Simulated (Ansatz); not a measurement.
**C2H4BCl (SMILES ClB1CC1): levels of theory compared**

Aim: a comparison of 4 runs (HF/STO-3G, HF/3-21G, PBE/6-311G**, PBE0/6-311+G**) of C2H4BCl. 

The calculation is run with Ansatz 0.2.0.

6 further runs of the same task are left out: 3 for a known fault of the program, 1 that didn't finish, 2 set aside as unsound or not needed.

### Step 1. The structure to begin with

C2H4BCl has 8 atoms, charge 0, and is taken as a singlet. As SMILES, `ClB1CC1`. The coordinates come from a PBE0-D4/def2-TZVP relaxation.

Bond lengths: Cl1–B2 1.717 Å, B2–C3 1.513 Å, B2–C4 1.513 Å, C3–C4 1.562 Å, C3–H5 1.086 Å, C3–H6 1.086 Å, C4–H7 1.086 Å, C4–H8 1.087 Å. Some angles: Cl1–B2–C3 148.9°, Cl1–B2–C4 148.9°, C3–B2–C4 62.1°, B2–C3–C4 58.9°, B2–C4–C3 58.9°, B2–C3–H5 120.4°, B2–C3–H6 120.4°, C4–C3–H5 117.0°, C4–C3–H6 117.0°, B2–C4–H7 120.4°.

### Step 2. Energy and forces at HF/STO-3G (run 1)

Contents of input.yaml:

```yaml
basis:
  gaussian:
    orbitals: STO-3G
crystal:
  periodic: [false, false, false]
  atoms:
    - symbol: Cl
      position_ang: [-2.493000, 0.742700, -0.419700]
    - symbol: B
      position_ang: [-0.868600, 0.256400, -0.152000]
    - symbol: C
      position_ang: [0.564700, 0.635200, 0.151600]
    - symbol: C
      position_ang: [0.151300, -0.857000, -0.051400]
    - symbol: H
      position_ang: [1.189700, 1.082900, -0.616100]
    - symbol: H
      position_ang: [0.853700, 0.935000, 1.155100]
    - symbol: H
      position_ang: [0.515300, -1.352300, -0.947300]
    - symbol: H
      position_ang: [0.179100, -1.500100, 0.823900]
hamiltonian:
  xc: hf
accuracy: high
output:
  forces: true
  orbitals: {seedname: orbitals}
```

Started as:

```bash
$ ansatz run input.yaml --threads 1 --pin off --max-ram 2610MiB --events-out events.jsonl --progress --plain --runs-dir runs
```

Output:

```text
Warning: RAYON_NUM_THREADS=1 ignored (pool sized by the plan → 1); use --threads N
Functional definition: HF
  name "HF"
  exchange = exact_x
  correlation = 0
555 factors; integrals over basis functions are off by at most 4.4e-9 eV
mean field evaluation 1: about -15130.0523 eV, gradient 1.8e1 eV
mean field evaluation 2: about -15130.1600 eV, gradient 1.8e1 eV
mean field evaluation 4: about -15131.5785 eV, gradient 1.3e0 eV
mean field evaluation 8: about -15131.5866 eV, gradient 2.9e-6 eV
mean field -15131.58664042 eV, -556.0755524775 hartree, gradient 9.5e-8 eV, S^2 0.000000; 0 other end points of the search recorded, 0 dependent functions left out
the calculation of the forces begins
reference -15131.58664042 eV, -556.0755524775 hartree; 19, 19 occupied and 9, 9 virtual orbitals, 555 factors
Total energy: -15131.58664042 eV, -556.0755524775 hartree
Atom 0 at    -2.493000     0.742700    -0.419700 Å, force    -1.035940     0.310349    -0.170673 eV/Å
Atom 1 at    -0.868600     0.256400    -0.152000 Å, force     0.845205    -0.253412     0.139168 eV/Å
Atom 2 at     0.564700     0.635200     0.151600 Å, force     0.104807    -0.648265    -0.034078 eV/Å
Atom 3 at     0.151300    -0.857000    -0.051400 Å, force     0.423164     0.489786     0.121792 eV/Å
Atom 4 at     1.189700     1.082900    -0.616100 Å, force    -0.149220    -0.093764     0.167436 eV/Å
Atom 5 at     0.853700     0.935000     1.155100 Å, force    -0.075366    -0.060773    -0.222815 eV/Å
Atom 6 at     0.515300    -1.352300    -0.947300 Å, force    -0.093651     0.111407     0.195619 eV/Å
Atom 7 at     0.179100    -1.500100     0.823900 Å, force    -0.019001     0.144672    -0.196448 eV/Å
Dipole moment:     0.289000    -0.086504     0.047636 e Å
```

Wall time 0.42 s (1 thread of AMD EPYC 9R14 (Zen 4), shared host).

### Step 3. Energy and gradient at HF/3-21G (run 2)

Contents of job.yaml:

```yaml
crystal:
  periodic: [false, false, false]
  atoms:
    - {symbol: Cl, position_ang: [-2.493000, 0.742700, -0.419700]}
    - {symbol: B, position_ang: [-0.868600, 0.256400, -0.152000]}
    - {symbol: C, position_ang: [0.564700, 0.635200, 0.151600]}
    - {symbol: C, position_ang: [0.151300, -0.857000, -0.051400]}
    - {symbol: H, position_ang: [1.189700, 1.082900, -0.616100]}
    - {symbol: H, position_ang: [0.853700, 0.935000, 1.155100]}
    - {symbol: H, position_ang: [0.515300, -1.352300, -0.947300]}
    - {symbol: H, position_ang: [0.179100, -1.500100, 0.823900]}
basis:
  gaussian:
    orbitals: 3-21G.json
hamiltonian:
  xc: hf
accuracy: high
output: {forces: true, orbitals: {seedname: orbitals}}
```

The basis set 3-21G is read from a file made from the Basis Set Exchange's data (not shown).

Started as:

```bash
$ ansatz run job.yaml --threads 1 --pin off --max-ram 2610MiB --events-out events.jsonl --progress --plain --runs-dir runs
```

Output, shortened:

```text
Warning: RAYON_NUM_THREADS=1 ignored (pool sized by the plan → 1); use --threads N
[... 2 set-up lines as earlier in the session ...]
[...]
1133 factors; integrals over basis functions are off by at most 1.0e-8 eV
[...]
mean field -15223.59735883 eV, -559.4568840120 hartree, gradient 1.7e-8 eV, S^2 0.000000; 0 other end points of the search recorded, 0 dependent functions left out
[...]
reference -15223.59735883 eV, -559.4568840120 hartree; 19, 19 occupied and 29, 29 virtual orbitals, 1133 factors
Total energy: -15223.59735883 eV, -559.4568840120 hartree
Atom 0 at    -2.493000     0.742700    -0.419700 Å, force    -1.081847     0.324060    -0.178242 eV/Å
Atom 1 at    -0.868600     0.256400    -0.152000 Å, force     0.566731    -0.170064     0.093287 eV/Å
Atom 2 at     0.564700     0.635200     0.151600 Å, force     0.634960     0.636599     0.173795 eV/Å
Atom 3 at     0.151300    -0.857000    -0.051400 Å, force     0.214268    -0.891008    -0.033305 eV/Å
Atom 4 at     1.189700     1.082900    -0.616100 Å, force    -0.175123    -0.141066     0.243538 eV/Å
Atom 5 at     0.853700     0.935000     1.155100 Å, force    -0.070324    -0.094557    -0.309710 eV/Å
Atom 6 at     0.515300    -1.352300    -0.947300 Å, force    -0.097078     0.144676     0.282674 eV/Å
Atom 7 at     0.179100    -1.500100     0.823900 Å, force     0.008412     0.191360    -0.272036 eV/Å
Dipole moment:     0.341066    -0.102090     0.056212 e Å
```

Wall time 0.72 s (1 thread of AMD EPYC 9R14 (Zen 4), shared host); peak memory 0.12 GiB.

Run 3 isn't shown in full; the table further down has it.

### Step 4. Energy and forces at PBE0/6-311+G(d,p) (run 4)

Contents of in.yaml:

```yaml
basis:
  gaussian: {orbitals: 6-311+G_st__st_-spherical.json}
crystal:
  periodic: [false, false, false]
  atoms:
    - symbol: Cl
      position_ang: [-2.493000, 0.742700, -0.419700]
    - symbol: B
      position_ang: [-0.868600, 0.256400, -0.152000]
    - symbol: C
      position_ang: [0.564700, 0.635200, 0.151600]
    - symbol: C
      position_ang: [0.151300, -0.857000, -0.051400]
    - symbol: H
      position_ang: [1.189700, 1.082900, -0.616100]
    - symbol: H
      position_ang: [0.853700, 0.935000, 1.155100]
    - symbol: H
      position_ang: [0.515300, -1.352300, -0.947300]
    - symbol: H
      position_ang: [0.179100, -1.500100, 0.823900]
hamiltonian: {xc: pbe0}
accuracy: high
output: {forces: true, orbitals: {seedname: orbitals}}
```

The basis set 6-311+G** is read from a file made from the Basis Set Exchange's data (not shown).

Started as:

```bash
$ ansatz run in.yaml --threads 1 --pin off --max-ram 2610MiB --events-out events.jsonl --progress --plain --runs-dir runs
```

Output, shortened:

```text
Warning: RAYON_NUM_THREADS=1 ignored (pool sized by the plan → 1); use --threads N
Functional definition: PBE0
  name "PBE0"
[...]
2228 factors; integrals over basis functions are off by at most 4.6e-9 eV
[...]
mean field -15331.24022315 eV, -563.4126863129 hartree, gradient 6.7e-8 eV, S^2 0.000000; 0 other end points of the search recorded, 0 dependent functions left out
[...]
reference -15331.24022890 eV, -563.4126865242 hartree; 19, 19 occupied and 101, 101 virtual orbitals, 2228 factors
Total energy: -15331.24022890 eV, -563.4126865242 hartree
Atom 0 at    -2.493000     0.742700    -0.419700 Å, force    -0.152111     0.045697    -0.025033 eV/Å
Atom 1 at    -0.868600     0.256400    -0.152000 Å, force     0.075692    -0.022954     0.012377 eV/Å
Atom 2 at     0.564700     0.635200     0.151600 Å, force     0.040177     0.073922     0.013951 eV/Å
Atom 3 at     0.151300    -0.857000    -0.051400 Å, force    -0.002151    -0.085713    -0.007168 eV/Å
Atom 4 at     1.189700     1.082900    -0.616100 Å, force     0.023101     0.022680    -0.031900 eV/Å
Atom 5 at     0.853700     0.935000     1.155100 Å, force     0.009128     0.016828     0.041379 eV/Å
Atom 6 at     0.515300    -1.352300    -0.947300 Å, force     0.009839    -0.022444    -0.037712 eV/Å
Atom 7 at     0.179100    -1.500100     0.823900 Å, force    -0.003675    -0.028016     0.034107 eV/Å
Dipole moment:     0.195453    -0.058505     0.032213 e Å
```

It took 9.6 s on 1 thread of AMD EPYC 9R14 (Zen 4), shared host; peak memory 0.42 GiB.

### Step 5. All runs side by side

```csv
run,level,energy (Eh),dipole moment (D),HOMO energy (eV),LUMO energy (eV),wall time
1,HF/STO-3G,-556.075552,1.47,-9.14,5.95,0.42 s
2,HF/3-21G,-559.456884,1.73,-10.51,2.76,0.72 s
3,PBE/6-311G**,-563.355240,1.06,-5.99,-2.14,5.1 s
4,PBE0/6-311+G**,-563.412687,0.99,-7.30,-1.16,9.6 s
```

### Step 6. Results

| quantity | value |
| --- | --- |
| run 4: total energy | -563.41269 Eh |
| run 4: dipole moment | 0.99 D |
| run 4: HOMO energy | -7.30 eV |
| run 4: LUMO energy | -1.16 eV |
| run 4: HOMO–LUMO gap | 6.14 eV |
| run 4: largest force on an atom | 0.161 eV/Å |

The dipole moment (its size) runs from 0.99 D (PBE0/6-311+G**) to 1.73 D (HF/3-21G). The two ends differ in method and basis. The HOMO–LUMO gap runs from 3.84 eV (PBE/6-311G**) to 15.10 eV (HF/STO-3G). Totals of different functionals can't be ranked against each other. In run 1 the basis is minimal, so the values are rough. All runs together took 16 s, the longest 9.6 s.
